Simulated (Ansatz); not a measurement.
# GeH5SSi radical: a ladder of functionals and wavefunction methods

The task here is to estimate one member of a computed series from the others.

Method: functionals in def2-TZVPP, the program's frozen cores in correlated methods; program: Ansatz 0.2.0, Gaussian basis.

Plan: LDA (SPW92), PBE-D4, revPBE-D4, BLYP-D4, r2SCAN-D4, B97M-V, PBE0-D4, B3LYP-D4, r2SCANh-D4, r2SCAN0-D4, HSE06-D4, BHLYP-D4, CAM-B3LYP-D4, LC-ωPBE, ωB97X-V, ωB97M-V, B2PLYP, PBE-QIDH; CCSD(T)/def2-SVP; CCSD(T)/def2-TZVPP; MP2/def2-QZVPP; extrapolation to the limit; RPA on PBE.

### Structure used throughout

The geometry comes from an earlier relaxation with PBE0-D4 in a triple-zeta def2 set; it is a stationary point, not always the lowest conformer.

8 atoms, charge 0, spin multiplicity 2.

Atoms are counted from 1 here; the program's logs count them from 0.

Bond lengths: Si1–S2 2.124 Å, Si1–H4 1.493 Å, Si1–H5 1.489 Å, S2–Ge3 2.231 Å, Ge3–H6 1.535 Å, Ge3–H7 1.533 Å, Ge3–H8 1.536 Å. Angles: S2–Si1–H4 111.2°, S2–Si1–H5 106.6°, H4–Si1–H5 110.5°, Si1–S2–Ge3 98.6°, S2–Ge3–H6 109.7°, S2–Ge3–H7 105.3°, S2–Ge3–H8 109.3°, H6–Ge3–H7 111.0°, H6–Ge3–H8 110.3°, H7–Ge3–H8 111.2°.

Set-up of the first run:

in.yaml reads:

```yaml
crystal:
  periodic: [false, false, false]
  atoms:
    - {symbol: Si, position_ang: [-0.878028, 1.488249, -0.661991]}
    - {symbol: S, position_ang: [1.044624, 0.591073, -0.762468]}
    - {symbol: Ge, position_ang: [0.739675, -1.018409, 0.752530]}
    - {symbol: H, position_ang: [-1.958602, 0.475678, -0.855704]}
    - {symbol: H, position_ang: [-0.926320, 2.513676, -1.739977]}
    - {symbol: H, position_ang: [0.538864, -0.391747, 2.139255]}
    - {symbol: H, position_ang: [2.019515, -1.860524, 0.710061]}
    - {symbol: H, position_ang: [-0.487427, -1.855094, 0.362694]}
basis:
  gaussian: {orbitals: def2-TZVPP}
magnetization: {spin_polarized: true, initial_magnetization: 1}
hamiltonian: {xc: lda}
output: {orbitals: {seedname: orbitals}}
```

Command:

```
$ ansatz run in.yaml --threads 4 --pin off --events-out ev --progress --plain --max-ram 10444MiB
```

Steps of the session up to this table: LDA; PBE-D4 (GGA); revPBE-D4 (GGA); BLYP-D4 (GGA); r2SCAN-D4 (meta-GGA); B97M-V (meta-GGA); B3LYP-D4 (hybrid); r2SCANh-D4 (hybrid); r2SCAN0-D4 (hybrid); HSE06-D4 (hybrid); BHLYP-D4 (hybrid); CAM-B3LYP-D4 (range-separated); LC-ωPBE (range-separated); ωB97X-V (range-separated); ωB97M-V (range-separated); B2PLYP (double hybrid); PBE-QIDH (double hybrid).

One of the session's tables, all rows but one given; the rest of the session is left out.

It belongs to the step «Frontier levels by functional». 

| functional | HOMO (eV) | LUMO (eV) | gap (eV) |
| --- | --- | --- | --- |
| LDA (SPW92) | -4.81 | -3.79 | 1.02 |
| PBE-D4 | -4.85 | -3.39 | 1.46 |
| revPBE-D4 | -4.84 | -3.26 | 1.58 |
| BLYP-D4 | -4.64 | -3.40 | 1.24 |
| r2SCAN-D4 | -5.19 | -2.97 | 2.22 |
| B97M-V | -4.99 | -3.55 | 1.44 |
| PBE0-D4 | ? | ? | ? |
| B3LYP-D4 | -5.67 | -2.88 | 2.78 |
| r2SCANh-D4 | -5.59 | -2.67 | 2.91 |
| r2SCAN0-D4 | -6.19 | -2.24 | 3.95 |
| HSE06-D4 | -5.55 | -2.89 | 2.66 |
| BHLYP-D4 | -6.85 | -1.73 | 5.13 |
| CAM-B3LYP-D4 | -7.12 | -1.62 | 5.50 |
| LC-ωPBE | -8.54 | -0.26 | 8.28 |
| ωB97X-V | -8.05 | -0.79 | 7.27 |
| ωB97M-V | -7.70 | -0.93 | 6.77 |

Estimate the missing values for PBE0-D4.

As computed: HOMO (eV): -5.95; LUMO (eV): -2.51; gap (eV): 3.44. In the column «HOMO (eV)» it lies between r2SCAN0-D4 (-6.19) and B3LYP-D4 (-5.67).
